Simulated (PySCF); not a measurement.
# F3OW (W(O)(F)3-): the cost of one run

Method: r2SCAN, W def2-SVP with ECP60, O def2-SVP, F def2-SVP; scalar-relativistic core potentials, no spin–orbit coupling; program: PySCF 2.14.0.

5 further runs of the same task are left out: 2 for a known fault of the program, 1 that didn't finish, 2 set aside as unsound or not needed. Runs told in other sessions of the task aren't counted.

### Step 1. The starting structure

5 atoms, charge -1, spin multiplicity 1.

Bond lengths: W1–O2 1.510 Å, W1–F3 1.737 Å, W1–F4 1.737 Å, W1–F5 1.737 Å. Angles: O2–W1–F3 90.0°, O2–W1–F4 180.0°, O2–W1–F5 90.0°, F3–W1–F4 90.0°, F3–W1–F5 180.0°, F4–W1–F5 90.0°.

As a file:

```
W     0.0000    0.0000    0.0000
O     1.5096    0.0000    0.0000
F     0.0000    1.7372    0.0000
F    -1.7372    0.0000    0.0000
F     0.0000   -1.7372    0.0000
```

Formal oxidation states: W +4.

### Step 2. SCF at the start, singlet

Contents of run.py (the lines that set the calculation):

```python
mol = gto.M(atom='''
W      0.00000     0.00000     0.00000
O      1.50960     0.00000     0.00000
F      0.00000     1.73720     0.00000
F     -1.73720     0.00000     0.00000
F      0.00000    -1.73720     0.00000''',
    basis={'W': 'def2-SVP', 'O': 'def2-SVP', 'F': 'def2-SVP'},
    ecp={'W': 'def2-SVP'},
    charge=-1, spin=0)
mf = dft.RKS(mol, xc='R2SCAN')
mf.grids.atom_grid = (50, 194)
mf = mf.density_fit()  # fitting sets: W def2-universal-JKFIT, O def2-universal-JKFIT, F def2-universal-JKFIT
mf.conv_tol = 1e-08; mf.max_cycle = 55
mf.kernel(dm0)  # dm0: free metal ions and neutral atoms
```

Launch:

```console
OMP_NUM_THREADS=2 python run.py
```

What time and memory should one allow on 2 threads of Arm Neoverse V1, shared host?

About 13 s, with a peak of 0.58 GiB.
